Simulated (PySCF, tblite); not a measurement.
# C7H14BOP: geometry, infrared bands and NMR shifts

Aim: predict the infrared bands and NMR shifts of C7H14BOP (`[BH3-][P+]1(C=C)CCC(=O)CC1`).

Computed with tblite 0.8.0 and PySCF 2.14.0, with density-fitted response routines of our own, on a single molecule in the gas phase. Atoms count from 0, in the outputs and in this text.

## 1. The starting structure

24 atoms, charge 0, multiplicity 1; geometry from: force field or distance geometry start.

Bonds of the start (Å): B0–P1 1.90, P1–C2 1.80, C2–C3 1.32, P1–C4 1.83, C4–C5 1.54, C5–C6 1.51, C6–O7 1.22, C6–C8 1.50, C8–C9 1.53, C9–P1 1.81, B0–H10 1.20, B0–H11 1.18, B0–H12 1.18, C2–H13 1.09, C3–H14 1.10, C3–H15 1.08, C4–H16 1.11, C4–H17 1.10, C5–H18 1.11, C5–H19 1.11, C8–H20 1.10, C8–H21 1.12, C9–H22 1.12, C9–H23 1.11.

## 2. Optimising the geometry with GFN2-xTB

What the job is given:

```
{"job": {"kind": "relax", "xc": "GFN2-xTB", "basis": "xTB"}, "charge": 0, "multiplicity": 1}
B      1.822000     1.676600     0.776800
P      0.578100     0.426100     0.065600
C      1.442900    -0.760600    -0.974300
C      2.384600    -1.545000    -0.497500
C     -0.285500    -0.445700     1.429900
C     -1.471100    -1.243400     0.862500
C     -2.378800    -0.360100     0.044100
O     -3.527500    -0.176500     0.408600
C     -1.854300     0.304200    -1.198300
C     -0.720700     1.273000    -0.868600
H      1.219700     2.506600     1.394300
H      2.579900     1.119600     1.497000
H      2.399900     2.198100    -0.107000
H      1.166100    -0.824300    -2.028700
H      2.667800    -1.495600     0.559100
H      2.884100    -2.260200    -1.127200
H      0.423400    -1.120800     1.945900
H     -0.657300     0.301200     2.152300
H     -1.089700    -2.066500     0.231200
H     -2.022200    -1.695400     1.716700
H     -1.503700    -0.464200    -1.902700
H     -2.677800     0.872200    -1.699700
H     -1.102400     2.127100    -0.255000
H     -0.289400     1.673100    -1.811800
```

On the command line:

```console
$ OMP_NUM_THREADS=1 python probes_run.py task.json out
```

This one command runs all jobs of the session in turn.

**Question.** This job is followed by: GFN2-xTB harmonic vibrations, gas phase; GIAO PBE0/pcSseg-1 NMR shielding, non-relativistic, gas phase. What will the session give for the following? strongest single infrared mode (GFN2-xTB); zero-point energy (GFN2-xTB); 13C shifts against TMS (PBE0/pcSseg-1, means over atoms taken as alike); 1H shifts against TMS (PBE0/pcSseg-1, means over atoms taken as alike); 11B shifts against BF3·OEt2 (PBE0/pcSseg-1); 31P shifts against H3PO4 (PBE0/pcSseg-1); 17O shifts against H2O (PBE0/pcSseg-1); surface potential, 1st and 99th percentile.

The runs gave:

| quantity | value |
| --- | --- |
| strongest single infrared mode (GFN2-xTB) | 1780 cm⁻¹, 403 km/mol |
| zero-point energy (GFN2-xTB) | 120.4 kcal/mol |
| 13C shifts against TMS (PBE0/pcSseg-1, means over atoms taken as alike) | 212.8, 140.4, 140.1, 41.0, 29.6 ppm |
| 1H shifts against TMS (PBE0/pcSseg-1, means over atoms taken as alike) | 6.69, 6.52, 6.23, 2.66, 2.44, 2.28, 2.16, 0.75 ppm |
| 11B shifts against BF3·OEt2 (PBE0/pcSseg-1) | -47.3 ppm |
| 31P shifts against H3PO4 (PBE0/pcSseg-1) | -4.1 ppm |
| 17O shifts against H2O (PBE0/pcSseg-1) | 693.4 ppm |
| surface potential, 1st and 99th percentile | -1.42 V and 1.43 V |

What this shows: Relaxing lowered the energy by 0.402 eV in 114 steps; the close pair that moved most is P1–C9, from 1.810 to 1.842 Å. No mode is imaginary among the 66: a minimum at this level. The strongest single mode, at 1780 cm⁻¹, moves mainly C6 and O7. Unscaled tight-binding wavenumbers are off by several per cent, some by more. Its intensities can rank the bands wrongly. The most deshielded carbon is C6 (ketone carbonyl carbon), at 212.8 ppm: low-lying n→π* states of the double bond to the heteroatom give a large paramagnetic term (-276 ppm). At PBE0/pcSseg-1: The largest span, 1255 ppm, is at O7, where the paramagnetic term is -751 ppm. At PBE0/pcSseg-1, counted by nearest atom on the grid, the HOMO lies on O7 60 %; C5, C8 about 10 % each, the LUMO on C2, C3 about 28 % each; H14, H15 about 8 % each.
